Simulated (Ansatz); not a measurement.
**CH₂Pt+ (doublet): energies up the ladder**

Aim: energies up the ladder, for CH₂Pt+ (doublet), with the cost of each level. Charge +1. Spin multiplicity 2.

Method: the levels named in each step, in Ansatz 0.2.0.

## (1) The starting structure

Bond lengths: C1–Pt2 1.870 Å, C1–H3 1.093 Å, C1–H4 1.093 Å. Angles: Pt2–C1–H3 123.0°, Pt2–C1–H4 123.0°, H3–C1–H4 113.9°.

Coordinates:

```xyz
4

C    -1.5390    0.4664    0.6614
Pt    0.1161   -0.0352   -0.0499
H    -2.1713   -0.2143    1.2367
H    -1.9614    1.4668    0.5396
```

## (2) A rough first relaxation, PBE-D4/def2-SVP

File input.yaml:

```yaml
crystal:
  periodic: [false, false, false]
  atoms:
    - { symbol: C, position_ang: [-1.53897, 0.4664, 0.66144] }
    - { symbol: Pt, position_ang: [0.1161, -0.03518, -0.0499] }
    - { symbol: H, position_ang: [-2.17131, -0.21431, 1.23668] }
    - { symbol: H, position_ang: [-1.96145, 1.46676, 0.53963] }
magnetization:
  spin_polarized: true
  initial_magnetization: 1
total_charge: 1
basis:
  gaussian: { orbitals: def2-SVP }
hamiltonian:
  xc: pbe
  dispersion: d4
relax:
  f_tol: 0.03
  max_steps: 200
```

Started as:

```console
$ ansatz run input.yaml --threads 2 --pin off --max-ram 5120MiB --backend cpu --events-out ev --progress --plain --runs-dir out
```

After this run come: Relaxation, PBE0-D4/def2-TZVPP; Frequencies, PBE0-D4/def2-TZVPP; Single point, PBE-D4/def2-TZVPP; Single point, r2SCAN-D4/def2-TZVPP; Single point, B3LYP-D4/def2-TZVPP; Single point, wB97M-V/def2-TZVPP; Single point, B2PLYP/def2-TZVPP; Single point, LDA/def2-TZVPP; Single point, PBE0-D4/def2-SVP; Single point, PBE-D4/def2-SVP.

**Question.** What will these runs give? Wanted: C1–Pt2 at PBE0-D4/def2-TZVPP; frequencies at PBE0-D4/def2-TZVPP; energy at PBE-D4/def2-SVP.

As calculated:

```
                         quantity             value
     C1–Pt2 at PBE0-D4/def2-TZVPP           1.800 Å
frequencies at PBE0-D4/def2-TZVPP  746 to 3177 cm⁻¹
        energy at PBE-D4/def2-SVP      -4305.599 eV
```

In words: No mode is imaginary, so the geometry is a minimum. These totals serve in differences with atoms or fragments at the same level; alone they don't rank the methods. Heavy atoms carry effective core potentials in def2 sets, and spin-orbit coupling is left out.
